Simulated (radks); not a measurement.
# Tc with its nuclear charge varied continuously

An exercise on one series of results from a longer session: the logs are not shown, and one member is left open.

Method: scalar-relativistic Kohn-Sham, PBEsol, spin-polarised, spherical densities, finite nucleus; open shells are filled with parallel spins first. Code: radks (a radial shooting solver on a logarithmic mesh, Libxc functionals) version 1.

**The system**

| Property | Result |
| --- | --- |
| element | technetium (Z = 43) |
| charge | 0 |
| electrons | 43 |
| configuration | [Kr] 4d5 5s2 |
| nuclear rms radius | 4.4112 fm |

Outer shells as boxes (Hund's rule):

Tc
```
[Kr] core
4d [↑ ][↑ ][↑ ][↑ ][↑ ]
5s [↑↓]
```

Set-up of the first run:

Input:

```text
Z 43
configuration [Kr] 4d5 5s2
relativity scalar-relativistic
functional pbe_sol,pbe_sol
spin polarised
nucleus finite rms 4.4112 fm
c 137.035999084
```

Steps of the session up to this table: Z = 43.

One of the session's tables, all rows but one given; the rest of the session is left out.

Radial moments (bohr):

| level | <r> | outermost maximum (interpolated) | 90 % within | nodes |
| --- | --- | --- | --- | --- |
| 4s up | 1.060 | 0.951 | 1.54 | 3 |
| 4s down | 1.054 | 0.946 | 1.53 | 3 |
| 4p up | 1.176 | 1.03 | 1.74 | 2 |
| 4p down | 1.169 | 1.02 | 1.73 | 2 |
| 4d up | ? | ? | ? | ? |
| 5s up | 3.183 | 2.67 | 4.75 | 4 |
| 4d down | 1.818 | 1.27 | 3.04 | 1 |
| 5s down | 3.507 | 2.89 | 5.29 | 4 |

Estimate the missing values for 4d up.

The run gave: <r>: 1.695; outermost maximum (interpolated): 1.28; 90 % within: 2.72; nodes: 1. In the column «<r>» it lies between 4p up (1.176) and 4d down (1.818).

To keep in mind: At Z = 43 the central difference of E is -240.718 hartree, against -240.137 from the Hellmann-Feynman theorem; the scalar-relativistic energy here is not variational, so the two differ by a part that grows with Z.
